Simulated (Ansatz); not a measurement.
Consider a scan of the Hubbard U of NaFeN, space group P6_3mc (Ansatz's Python interface).

`nafen_plus_u.py`
```python
'''DFT+U scan for NaFeN.'''

import warnings

import ansatz as az
import numpy as np


def count_gap(report):
    # lowest empty less highest filled band, counting bands; zero where they overlap
    return max(report.get('gap_by_band_count_ev') or 0.0, 0.0)


def main() -> None:
    warnings.simplefilter('ignore', az.DeckWarning)

    lattice = az.Lattice.of(
        (2.979199, 0.0, 0.0),
        (-1.489599, 2.580062, 0.0),
        (0.0, 0.0, 9.677591),
    )
    sites = [
        ('Na', (2 / 3, 1 / 3, 0.76069), 0.0),
        ('Na', (1 / 3, 2 / 3, 0.26069), 0.0),
        ('Fe', (0.0, 0.0, 0.518166), 3.5),
        ('Fe', (0.0, 0.0, 0.018166), -3.5),
        ('N', (1 / 3, 2 / 3, 0.565783), 0.0),
        ('N', (2 / 3, 1 / 3, 0.065783), 0.0),
    ]
    cell = az.Crystal(lattice=lattice)
    for symbol, position, moment in sites:
        cell = cell.atom(symbol, position, moment=moment or None)

    calculation = (
        cell.calculation()
        .kpoints(7, 7, 2)  # sampling of the Brillouin zone
        .scf(tolerance=1e-07, extra_bands=6, algorithm='direct_min')
        .mixing('anderson', beta=0.2)
        .spin(az.SpinTreatment.COLLINEAR)
        .functional('pbe')
        .occupations('Marzari-Vanderbilt', width=0.05)  # the run then minimises F = E - TS
        .basis(31 * az.Ry)
        .band_table()  # levels at the mesh points
    )
    rows = []
    for u in [1.0, 3.0, 5.0, 7.0]:
        summary = calculation.hubbard('Fe', 'd', u_eff=u, projectors='atomic').run(threads=1, backend='cpu').report
        shell = summary['hubbard']['n_scf']
        rows.append((u, count_gap(summary), sum(shell) / len(shell), max(abs(m) for m in summary['site_moments_mub']), summary['n_iterations']))
    lines = [','.join(['U_eff eV', 'gap by band count eV', 'Fe d occupation (projector)', 'largest moment muB', 'iterations'])] + [','.join(f'{v:.4f}' if isinstance(v, float) else str(v) for v in row) for row in rows]
    print('\n'.join(lines))
    with open('plus_u.csv', 'w') as handle:
        handle.write('\n'.join(lines) + '\n')
    print('eigenvalues of the first occupation matrix at the last U, by spin:')
    for channel in summary['hubbard']['n_eig'][0]:
        print('  ', ' '.join(f'{n:.3f}' for n in channel))


if __name__ == '__main__':
    main()
```

What does raising U do here?

From U = 1 to 7 eV the largest site moment goes from 0.00 to 2.46 μB.

What the script printed:

Running `python nafen_plus_u.py` prints:
```text
RunWarning: the starting moments were not kept: the SCF closed with an absolute magnetisation of 1.0e-5 μB, where they sum to 7 μB in size (2 sites). That is at most 0.1 of that sum. Measured as [...]
RunWarning: the run takes no state from an SCF towards the filling of the open d shells in which the orbitals that avoid the neighbouring atoms hold both spins ahead of the others, with the run's [...]
U_eff eV,gap by band count eV,Fe d occupation (projector),largest moment muB,iterations
1.0000,0.6129,7.4599,0.0000,35
3.0000,0.0000,7.0322,2.2448,39
5.0000,0.0000,7.0044,2.3386,34
7.0000,0.0000,6.9621,2.4603,27
eigenvalues of the first occupation matrix at the last U, by spin:
   0.918 0.935 0.945 0.991 0.991
   0.098 0.099 0.453 0.667 0.886
```
(Warnings from the package without file and line, shortened, repeats left out.)

Reading the output:
- The SCF didn't keep the moments it started from (some shrank, vanished or turned); what is printed is the state reached.
- U, its shell and the double counting are chosen to explore, and aren't derived for this compound.
- A gap by band count of zero or less means overlapping bands, a metal.
- This cell is a computed structure, which may not be the phase found in nature.
- Levels are Kohn-Sham eigenvalues on this mesh.
- Shell occupations and the effect of U depend on the projectors; a run with no .spin step is spin-unpolarised, and each U may end in a state that isn't the lowest.
- The script silences the warnings on its input, which a real study should read.
- The whole script took 19 min on 1 thread of Arm Neoverse V2 (shared host), peak memory 1 GiB.

(Lines on the test bed's own set-up are left out of the output.)
